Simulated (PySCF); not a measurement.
# CH3B2Br2F: the cost of one run

Computed with PySCF 2.14.0, with density-fitted response routines of our own, on a single molecule in the gas phase. Atoms count from 0, in the outputs and in this text.

## (1) The molecule as given

9 atoms, charge 0, multiplicity 1; geometry from: GFN2-xTB. The atoms were then displaced at random by about 0.01 Å, so the start is not that level's minimum.

Bonds of the start (Å): F0–B1 1.32, B1–Br2 1.88, B1–C3 1.61, C3–B4 1.55, B4–Br5 1.86, C3–H6 1.10, C3–H7 1.09, B4–H8 1.19.

## (2) Geometry optimisation at PBE0-D3(BJ)/def2-SVP

The job: settings as JSON, then the geometry in Å.

```
{"job": {"xc": "PBE0", "basis": "def2-SVP", "d3": "d3bj", "grid": 1, "shake": 0.01, "kind": "geom"}, "charge": 0, "multiplicity": 1}
F     -2.067700    -0.308770     0.695450
B     -1.251000     0.380950    -0.071060
Br    -1.709730     2.171080    -0.432220
C      0.107510    -0.311470    -0.594340
B      1.120260    -0.416160     0.580250
Br     2.558970     0.765500     0.679420
H     -0.182780    -1.330960    -0.899180
H      0.495350     0.226280    -1.457480
H      0.986930    -1.193610     1.465440
```

Command:

```sh
> OMP_NUM_THREADS=1 python probes_run.py task.json out
```

One launch serves the whole session: the jobs run in the order shown.

**Question.** How long does this first job take on 1 thread of Arm Neoverse V1, shared host, and how much memory does it need?

About 99 s, with a peak of 0.57 GiB.
